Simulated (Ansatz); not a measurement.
# AlPNH4OF (SMILES [NH2][Al]([F])[PH]O): HF/STO-3G

What is the energy change on altering one bond length of AlPNH4OF at HF/STO-3G? 

The results are computed with Ansatz 0.2.0.

147 further runs of the same task are left out: 147 set aside as unsound or not needed.

### Step 1. The system as given

The species is AlPNH4OF (9 atoms), meant as a singlet with charge 0. SMILES: `[NH2][Al]([F])[PH]O`. Geometry: relaxed at PBE0-D4/def2-TZVP. This is one conformer, not always the lowest.

Bond lengths: N1–Al2 1.755 Å, Al2–F3 1.652 Å, Al2–P4 2.334 Å, P4–O5 1.677 Å, N1–H6 1.007 Å, N1–H7 1.006 Å, P4–H8 1.430 Å, O5–H9 0.960 Å. Angles: N1–Al2–F3 119.8°, N1–Al2–P4 121.0°, F3–Al2–P4 119.0°, Al2–P4–O5 96.2°, Al2–N1–H6 122.5°, Al2–N1–H7 126.3°, Al2–P4–H8 92.8°, O5–P4–H8 100.3°, P4–O5–H9 109.0°, H6–N1–H7 111.1°.

### Step 2. A single-point energy at HF/STO-3G

run.yaml

```yaml
crystal:
  periodic: [false, false, false]
  atoms:
    - {symbol: "N", position_ang: [1.489200, 1.004600, -0.185800]}
    - {symbol: Al, position_ang: [0.882400, -0.572900, 0.285200]}
    - {symbol: F, position_ang: [1.905300, -1.677400, 0.966000]}
    - {symbol: P, position_ang: [-1.322700, -1.196100, -0.158400]}
    - {symbol: O, position_ang: [-1.889900, 0.351100, -0.471500]}
    - {symbol: H, position_ang: [0.893900, 1.722700, -0.565900]}
    - {symbol: H, position_ang: [2.431700, 1.338900, -0.072400]}
    - {symbol: H, position_ang: [-1.643200, -1.310200, 1.230300]}
    - {symbol: H, position_ang: [-2.658100, 0.293000, -1.044600]}
basis:
  gaussian: {orbitals: STO-3G}
hamiltonian: {xc: hf}
output: {orbitals: {seedname: orbitals}}
accuracy: high
```

Run with:

```sh
ansatz run run.yaml --threads 1 --pin off --max-ram 3480MiB --events-out events.jsonl --progress --plain --runs-dir runs
```

What it wrote:

```text
Warning: RAYON_NUM_THREADS=1 ignored (pool sized by the plan → 1); use --threads N
Functional definition: HF
  name "HF"
  exchange = exact_x
  correlation = 0
748 factors; integrals over basis functions are off by at most 4.1e-9 eV
mean field evaluation 1: about -21872.8562 eV, gradient 3.0e1 eV
mean field evaluation 2: about -21872.9673 eV, gradient 3.0e1 eV
mean field evaluation 4: about -21876.5484 eV, gradient 1.6e0 eV
mean field evaluation 8: about -21876.5632 eV, gradient 4.8e-4 eV
mean field -21876.56323064 eV, -803.9488702589 hartree, gradient 1.0e-8 eV, S^2 0.000000; 0 other end points of the search recorded, 0 dependent functions left out
reference -21876.56323064 eV, -803.9488702589 hartree; 28, 28 occupied and 9, 9 virtual orbitals, 748 factors
Total energy: -21876.56323064 eV, -803.9488702589 hartree
```

Wall time 0.46 s (1 thread of Arm Neoverse V1, shared host).

### Step 3. The distorted shape at the same level

molecule.yaml

```yaml
crystal:
  periodic: [false, false, false]
  atoms:
    - {symbol: "N", position_ang: [1.585351, 1.038830, -0.602416]}
    - {symbol: Al, position_ang: [0.978551, -0.538670, -0.131416]}
    - {symbol: F, position_ang: [2.001451, -1.643170, 0.549384]}
    - {symbol: P, position_ang: [-1.226549, -1.161870, -0.575016]}
    - {symbol: O, position_ang: [-1.793749, 0.385330, -0.888116]}
    - {symbol: H, position_ang: [0.990051, 1.756930, -0.982516]}
    - {symbol: H, position_ang: [2.527851, 1.373130, -0.489016]}
    - {symbol: H, position_ang: [-1.643200, -1.310200, 1.230300]}
    - {symbol: H, position_ang: [-2.561949, 0.327230, -1.461216]}
basis:
  gaussian: {orbitals: STO-3G}
hamiltonian: {xc: hf}
accuracy: high
output: {orbitals: {seedname: orbitals}}
```

Run with:

```sh
ansatz run molecule.yaml --threads 1 --pin off --max-ram 3480MiB --events-out events.jsonl --progress --plain --runs-dir runs
```

What it wrote:

```text
Warning: RAYON_NUM_THREADS=1 ignored (pool sized by the plan → 1); use --threads N
[... 4 set-up lines as earlier in the session ...]
749 factors; integrals over basis functions are off by at most 2.0e-8 eV
mean field evaluation 1: about -21870.7421 eV, gradient 3.0e1 eV
mean field evaluation 2: about -21870.8504 eV, gradient 3.0e1 eV
mean field evaluation 4: about -21874.6111 eV, gradient 1.8e0 eV
mean field evaluation 8: about -21874.6316 eV, gradient 1.5e-4 eV
mean field -21874.63155824 eV, -803.8778826076 hartree, gradient 1.1e-8 eV, S^2 0.000000; 0 other end points of the search recorded, 0 dependent functions left out
reference -21874.63155824 eV, -803.8778826076 hartree; 28, 28 occupied and 9, 9 virtual orbitals, 749 factors
Total energy: -21874.63155824 eV, -803.8778826076 hartree
```

It took 0.46 s on 1 thread of Arm Neoverse V1, shared host.

### Step 4. What came out

At HF/STO-3G:

```
                                                         quantity          value
                                        first shape: total energy  -803.94887 Eh
                                         first shape: HOMO energy       -6.10 eV
                                         first shape: LUMO energy        9.55 eV
                                       first shape: HOMO–LUMO gap       15.65 eV
                                    distorted shape: total energy  -803.87788 Eh
                                     distorted shape: HOMO energy       -6.23 eV
                                     distorted shape: LUMO energy        8.32 eV
                                   distorted shape: HOMO–LUMO gap       14.54 eV
energy change with the P4–H8 bond stretched from 1.430 to 1.859 Å       1.932 eV
```

With the P4–H8 bond stretched from 1.430 to 1.859 Å the energy rises by 1.93 eV (45 kcal/mol). The first shape isn't relaxed at this level, so the change isn't measured from a minimum. The minimal basis adds a large error of its own.
